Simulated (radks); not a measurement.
# Ionising thallium step by step, Tl⁶³⁺ to Tl⁸⁰⁺

One table from this session's results is given with a row withheld; the runs are named, their logs left out.

The numbers are computed with radks (a radial shooting solver on a logarithmic mesh, Libxc functionals) version 1 (non-relativistic Kohn-Sham, LB94 model potential, spin-polarised, spherical densities, point nucleus; open shells are filled with parallel spins first), except any that are marked as measured or tabulated.

## The system

- element: thallium (Z = 81)
- charges: 63 to 80
- first configuration: [Ar]
- last configuration: 1s1

Outer shells as boxes (Hund's rule):

Tl⁶³⁺
```
[Ne] core
3s [↑↓]
3p [↑↓][↑↓][↑↓]
```

Tl⁸⁰⁺
```
1s [↑ ]
```

LB94 adds a gradient term to the LDA potential that gives it a −1/r tail. It is a model potential with no energy functional, so Etot and Exc are not given.

Set-up of the first run:

Input:

```text
Z 81
configuration [Ar] 4s0 3d0
relativity non-relativistic
functional lda,pw
model_potential LB94
spin polarised
nucleus point
```

Steps of the session up to this table: Tl⁶³⁺, [Ar]; Tl⁶⁴⁺, [Ne] 3s2 3p5; Tl⁶⁵⁺, [Ne] 3s2 3p4; Tl⁶⁶⁺, [Ne] 3s2 3p3; Tl⁶⁷⁺, [Ne] 3s2 3p2; Tl⁶⁸⁺, [Ne] 3s2 3p1; Tl⁶⁹⁺, [Ne] 3s2; Tl⁷⁰⁺, [Ne] 3s1; Tl⁷¹⁺, [Ne]; Tl⁷²⁺, [He] 2s2 2p5; Tl⁷³⁺, [He] 2s2 2p4; Tl⁷⁴⁺, [He] 2s2 2p3; Tl⁷⁵⁺, [He] 2s2 2p2; Tl⁷⁶⁺, [He] 2s2 2p1; Tl⁷⁷⁺, [He] 2s2; Tl⁷⁸⁺, [He] 2s1; Tl⁷⁹⁺, [He]; Tl⁸⁰⁺, 1s1.

One of the session's tables, all rows but one given; the rest of the session is left out.

```
species  −ε(HOMO) (eV)
  Tl⁶³⁺         7002.2
  Tl⁶⁴⁺         7134.1
  Tl⁶⁵⁺         7266.2
  Tl⁶⁶⁺         7420.4
  Tl⁶⁷⁺         7554.9
  Tl⁶⁸⁺         7689.5
  Tl⁶⁹⁺         7964.6
  Tl⁷⁰⁺         8099.0
  Tl⁷¹⁺        18761.2
  Tl⁷²⁺        19110.0
  Tl⁷³⁺        19455.5
  Tl⁷⁴⁺        19890.8
  Tl⁷⁵⁺          20248
  Tl⁷⁶⁺          20602
  Tl⁷⁷⁺              ?
  Tl⁷⁸⁺          21429
  Tl⁷⁹⁺          87705
  Tl⁸⁰⁺          89074
```

**Question.** Estimate the row for Tl⁷⁷⁺.

The run gave: −ε(HOMO) (eV): 21105. In the column «−ε(HOMO) (eV)» it lies between Tl⁷⁶⁺ (20602) and Tl⁷⁸⁺ (21429).

The steepest step, after dividing by the final charge, comes at Tl⁷⁹⁺ in [He], where the value goes from 21429 to 87705 eV. There the highest level belongs to another shell. Relativity is left out here, which matters for elements this heavy. Open shells are spherical and high-spin; term and fine-structure splittings are not resolved.
